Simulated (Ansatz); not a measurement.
# C₃H₁₀AlN: one species, many methods

The task here is to estimate one member of a computed series from the others.

Computed with Ansatz 0.2.0, Gaussian basis. Level: functionals in def2-TZVPP, the program's frozen cores in correlated methods.

Plan: PBE-D4, r2SCAN-D4, PBE0-D4, B3LYP-D4, ωB97X-V, ωB97M-V, B2PLYP; CCSD(T)/def2-TZVPP; MP2/def2-QZVPP; extrapolation to the limit.

### Structure used throughout

All runs share one geometry, relaxed beforehand with PBE0-D4 in a triple-zeta def2 set.

SMILES `NCC[CH2][AlH2]`, 15 atoms, charge 0, spin multiplicity 1.

Atoms are counted from 1 here; the program's logs count them from 0.

Bond lengths: N1–C2 1.437 Å, N1–H6 1.012 Å, N1–H7 1.011 Å, C2–C3 1.518 Å, C2–H8 1.095 Å, C2–H9 1.128 Å, C3–C4 1.531 Å, C3–H10 1.095 Å, C3–H11 1.097 Å, C4–Al5 1.966 Å, C4–H12 1.094 Å, C4–H13 1.095 Å, Al5–H14 1.592 Å, Al5–H15 1.595 Å. Angles: C2–N1–H6 111.4°, C2–N1–H7 112.3°, H6–N1–H7 108.2°, N1–C2–C3 112.7°, N1–C2–H8 108.9°, N1–C2–H9 112.4°, C3–C2–H8 109.6°, C3–C2–H9 108.0°, H8–C2–H9 104.9°, C2–C3–C4 110.4°, C2–C3–H10 108.8°, C2–C3–H11 108.3°, C4–C3–H10 113.0°, C4–C3–H11 109.7°, H10–C3–H11 106.4°, C3–C4–Al5 105.5°, C3–C4–H12 110.6°, C3–C4–H13 110.4° and more.

Set-up of the first run:

Input file in.yaml:

```yaml
crystal:
  periodic: [false, false, false]
  atoms:
    - {symbol: N, position_ang: [-0.622059, 1.566395, 1.583738]}
    - {symbol: C, position_ang: [-0.621023, 0.664395, 0.464616]}
    - {symbol: C, position_ang: [0.094747, -0.639843, 0.765276]}
    - {symbol: C, position_ang: [0.143215, -1.522284, -0.484466]}
    - {symbol: Al, position_ang: [0.784511, -0.352556, -1.928319]}
    - {symbol: H, position_ang: [0.319163, 1.825262, 1.850031]}
    - {symbol: H, position_ang: [-1.140768, 2.412905, 1.394064]}
    - {symbol: H, position_ang: [-1.656443, 0.457901, 0.175617]}
    - {symbol: H, position_ang: [-0.148361, 1.118487, -0.453607]}
    - {symbol: H, position_ang: [-0.398674, -1.125139, 1.613747]}
    - {symbol: H, position_ang: [1.115809, -0.405632, 1.092347]}
    - {symbol: H, position_ang: [0.792615, -2.387832, -0.320640]}
    - {symbol: H, position_ang: [-0.852835, -1.918103, -0.710274]}
    - {symbol: H, position_ang: [-0.029736, -0.106125, -3.274345]}
    - {symbol: H, position_ang: [2.197941, 0.361169, -1.738484]}
basis:
  gaussian: {orbitals: def2-TZVPP}
hamiltonian: {xc: pbe, dispersion: d4}
output: {forces: true, orbitals: {seedname: orbitals}}
```

Launch:

```bash
> ansatz run in.yaml --threads 4 --pin off --events-out ev --progress --plain --max-ram 10444MiB
```

Among the steps run: PBE-D4 (GGA); r2SCAN-D4 (meta-GGA); PBE0-D4 (hybrid); B3LYP-D4 (hybrid); ωB97X-V (range-separated); ωB97M-V (range-separated); B2PLYP (double hybrid); CCSD(T) in def2-TZVPP; MP2 in def2-QZVPP.

One of the session's tables, all rows but one given; the rest of the session is left out.

| method | atomisation energy (eV) |
| --- | --- |
| PBE-D4 | 55.880 |
| r2SCAN-D4 | 55.087 |
| PBE0-D4 | 55.210 |
| B3LYP-D4 | 55.173 |
| ωB97X-V | 55.274 |
| ωB97M-V | 55.286 |
| B2PLYP | 54.480 |
| HF/def2-TZVPP | 40.471 |
| MP2/def2-TZVPP | 54.090 |
| CCSD/def2-TZVPP | 53.093 |
| CCSD(T)/def2-TZVPP | 53.755 |
| MP2/CBS | ? |
| CCSD(T)/CBS | 55.088 |

Estimate the missing values for MP2/CBS.

As computed: atomisation energy (eV): 55.423. In the column «atomisation energy (eV)» it lies between ωB97M-V (55.286) and PBE-D4 (55.880).
